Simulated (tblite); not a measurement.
# CH8GeO2PSi: the cost of one run

Programs: tblite 0.8.0 and PySCF 2.14.0. All values are calculated, for the isolated system unless a continuum is named. Atoms count from 0, parts from 1.

### Step 1. Starting point

14 atoms, charge 0, multiplicity 2; geometry: distance geometry start.

### Step 2. Geometry optimisation with GFN2-xTB

The job: settings as JSON, then the geometry in Å.

```
{"job": {"kind": "relax", "xc": "GFN2-xTB", "basis": "xTB"}, "charge": 0, "multiplicity": 2}
Ge    -0.809599     0.993405    -0.076211
O     -0.794444     2.160710    -1.404558
O     -1.429441    -0.596713    -0.569427
C     -2.349100    -1.145579     0.309092
P      1.251461     0.915899     0.858232
Si     2.706933    -0.260170    -0.300707
H     -1.394175     2.920119    -1.212331
H     -2.784380    -0.378868     1.001462
H     -1.775190    -1.890869     0.932466
H     -3.138419    -1.767590    -0.181250
H      1.267888     0.586053     2.235545
H      2.717916     0.068128    -1.734269
H      4.030597     0.082171     0.220723
H      2.501925    -1.678911    -0.072867
```

With the program's defaults for keys left out, this is: GFN2-xTB geometry optimisation, gas phase.

Run with:

```bash
$ OMP_NUM_THREADS=1 python cluster_run.py task.json out
```

One launch serves the whole session: the jobs run in the order shown.

Q: Estimate the wall time of this first job on 1 thread of Arm Neoverse V1, shared host.

About 8.4 s.
